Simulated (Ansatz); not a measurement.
# CH3GaS + H2: a complex and its separated parts

The complex below is one end of an elementary step. How strongly is it bound against its free parts?

Method: PBE0-D4/def2-TZVP structures, single points in def2-TZVPP, no counterpoise correction; program: Ansatz 0.2.0, Gaussian basis.

Levels: SPW92, PBE-D4, BLYP-D4, r2SCAN-D4, B97M-V, PBE0-D4, B3LYP-D4, r2SCAN0-D4, BHLYP-D4, CAM-B3LYP-D4, wB97X-V, wB97M-V, B2PLYP, PBE-QIDH, RPA on PBE, Hartree-Fock, MP2, CCSD, CCSD(T).

Correlated methods freeze the cores. Filled d shells of the heavier atoms are correlated. B3LYP uses VWN-RPA correlation. B2PLYP carries no dispersion term here.

11 further runs of the same task are left out: 11 set aside as unsound or not needed.

**1. Where the work starts**

The complex: 8 atoms, charge 0, spin multiplicity 1.

Atoms are counted from 1 here; the program's logs count them from 0.

Bond lengths: Ga1–S3 2.011 Å, Ga1–C5 1.931 Å, H2–H4 0.748 Å, C5–H6 1.091 Å, C5–H7 1.091 Å, C5–H8 1.091 Å. Angles: S3–Ga1–C5 180.0°, Ga1–C5–H6 110.1°, Ga1–C5–H7 109.6°, Ga1–C5–H8 109.6°, H6–C5–H7 109.2°, H6–C5–H8 109.2°, H7–C5–H8 109.1°.

Coordinates:

| atom | x (Å) | y (Å) | z (Å) |
| --- | --- | --- | --- |
| Ga1 | 0.6465 | -0.4301 | 0.9365 |
| H2 | -0.4695 | -1.2937 | -2.0985 |
| S3 | 1.6323 | -2.0999 | 1.4688 |
| H4 | -0.0644 | -1.7899 | -1.7118 |
| C5 | -0.3000 | 1.1740 | 0.4259 |
| H6 | -0.2329 | 1.9174 | 1.2211 |
| H7 | -1.3493 | 0.9384 | 0.2434 |
| H8 | 0.1375 | 1.5837 | -0.4854 |

Its parts: CH3GaS holds atoms 1, 3, 5, 6, 7, 8; H2 holds atoms 2, 4. Each part counts its atoms afresh in its own runs.

**2. Relaxing CH3GaS alone**

The input, relax-a/in.yaml:

```yaml
crystal:
  periodic: [false, false, false]
  atoms:
    - {symbol: Ga, position_ang: [0.646546, -0.430078, 0.936519]}
    - {symbol: S, position_ang: [1.632276, -2.099933, 1.468788]}
    - {symbol: C, position_ang: [-0.300035, 1.174045, 0.425940]}
    - {symbol: H, position_ang: [-0.232917, 1.917404, 1.221088]}
    - {symbol: H, position_ang: [-1.349306, 0.938373, 0.243433]}
    - {symbol: H, position_ang: [0.137486, 1.583744, -0.485402]}
basis:
  gaussian: {orbitals: def2-TZVP}
hamiltonian: {xc: pbe0, dispersion: d4}
relax: {f_tol: 0.005, max_steps: 200}
```

The command line of these runs was not kept.

Further steps of the session: Relaxing H2 alone; wB97M-V/def2-TZVPP; CCSD(T)/def2-TZVPP; Vibrations of CH3GaS; Vibrations of H2.

Before running it: what results should come out? Wanted: complex less parts, CCSD(T)/def2-TZVPP; with zero-point energy; largest T1 diagnostic.

The runs gave:

| quantity | value |
| --- | --- |
| complex less parts, CCSD(T)/def2-TZVPP | -0.67 kcal/mol |
| with zero-point energy | +0.34 kcal/mol |
| largest T1 diagnostic | 0.016 |

What this shows: At CCSD(T) the complex lies 0.67 kcal/mol below its parts. Among the functionals BLYP-D4 lands nearest to CCSD(T) (-0.02 kcal/mol) and SPW92 farthest (-1.13 kcal/mol). By rung, the mean size of the error is: LDA 1.13, GGA 0.26, meta-GGA 0.15, hybrid 0.27, range-separated hybrid 0.23, double hybrid 0.24 kcal/mol. PBE-D4 gives a relative energy 0.49 kcal/mol too low, an error of 74 % of the reference. No counterpoise was applied, and triple zeta lacks some correlation, so the CCSD(T) reference has a basis error of its own, and close matches with it are partly luck.
